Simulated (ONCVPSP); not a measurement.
**Pseudopotential generation for F: ONCV, PBE**

Do these settings give a usable potential? It is generated, then checked for transferability, scattering, ghosts and hardness.

Method: ONCVPSP 4.0.1, PBE, scalar-relativistic.

### Step 1. The atom and the settings

Typed settings, in words:

```
element                 : fluorine (F, Z = 9)
type                    : optimised norm-conserving Vanderbilt (ONCV)
frozen core             : [He]
valence charge          : 7
reference configuration : 2s2 2p4.5 (charge +0.5)
partial waves           : 2s: rc 0.60 bohr, ncon 4, nbas 8, qcut 13.6 1/bohr, 3 projectors, debl 1.5 Ha; 2p: rc 1.75 bohr, ncon 4, nbas 9, qcut 6.7 1/bohr, 2 projectors, debl 1.8 Ha; d scattering state at 0.31 Ha: rc 1.40 bohr, ncon 3, nbas 6, qcut 7.2 1/bohr, 1 projector
local potential         : polynomial inside 0.40 bohr (lpopt 4, dvloc0 6 Ha)
core correction         : Teter function, fcfact 4.25, rcfact 1.65
```

An earlier all-electron run gives the scale for the radii.

All-electron outer shells of the reference configuration (PBE, scalar-relativistic, ld1.x):

```csv
shell,level (eV),outermost node (bohr),outermost maximum (bohr)
1s,-673.03,–,0.11
2s,-38.21,0.24,0.76
2p,-19.23,–,0.70
```

### Step 2. Generation

Contents of F.dat:

```
# ATOM AND REFERENCE CONFIGURATION
# atsym  z   nc   nv     iexc    psfile
  F 9.00    1    2        4      upf
#
#   n    l    f
    1    0    2.00
    2    0    2.00
    2    1    4.50
#
# PSEUDOPOTENTIAL AND OPTIMIZATION
# lmax
    2
#
#   l,   rc,      ep,       ncon, nbas, qcut
    0    0.60    0.00    4    8   13.60
    1    1.75    0.00    4    9    6.70
    2    1.40    0.31    3    6    7.20
#
# LOCAL POTENTIAL
# lloc, lpopt,  rc(5),   dvloc0
    4    4    0.40    6.00
#
# VANDERBILT-KLEINMAN-BYLANDER PROJECTORs
# l, nproj, debl
    0    3    1.50
    1    2    1.80
    2    1    2.70
#
# MODEL CORE CHARGE
# icmod, fcfact, rcfact
    3    4.25    1.65
#
# LOG DERIVATIVE ANALYSIS
# epsh1, epsh2, depsh
   -3.00    5.00    0.02
#
# OUTPUT GRID
# rlmax, drl
    6.00    0.01
#
# TEST CONFIGURATIONS
# ncnf
    4
# nvcnf
#   n    l    f
    2
    2    0    2.00
    2    1    5.00
#
    2
    2    0    2.00
    2    1    4.00
#
    2
    2    0    2.00
    2    1    3.00
#
    2
    2    0    2.00
    2    1    1.00
#
```

The run is started by

```
$ oncvpsp.x < F.dat > F.out
```

**Question.** What will these runs give? Wanted: cutoffs for 1 and 0.1 mHa per electron, occupied waves; bound ghosts; GHOST(+) flags; largest test error; largest phase difference near zero energy, channels read; rms error of d²Exc/dn², without and with the model core.

As calculated:

| quantity | value |
| --- | --- |
| cutoffs for 1 and 0.1 mHa per electron, occupied waves | 57 Ha and 77 Ha |
| bound ghosts | s at -902.03 eV |
| GHOST(+) flags | s at 393 eV, d at 139 eV |
| largest test error (AE − PS) | +7592 meV, for 2s2 2p1 |
| largest phase difference near zero energy, channels read | 0.001 rad |
| rms error of d²Exc/dn², without and with the model core | 0.92 and 1.93 mHa |

**Reading.** A bound ghost (s) makes it unfit for use: electrons can fall into a state that the atom doesn't have. The worst unpolarised test, 2s2 2p1, is off by 7592 meV on 196.7 eV; by total energies transferability rates as poor. That test lies far up in energy; among those under 40 eV, nearer to bonding, the largest error is 49 meV. By its cutoff, 57 Ha for the looser tolerance, it is hard. At the looser tolerance the 2s wave is the slowest; 2p needs 19 Ha. Near zero energy the phases of the channels with partial waves agree within 0.001 rad. The program also flags highly localised states, GHOST(+) (s, d). All of this concerns the isolated atom, not yet a solid.
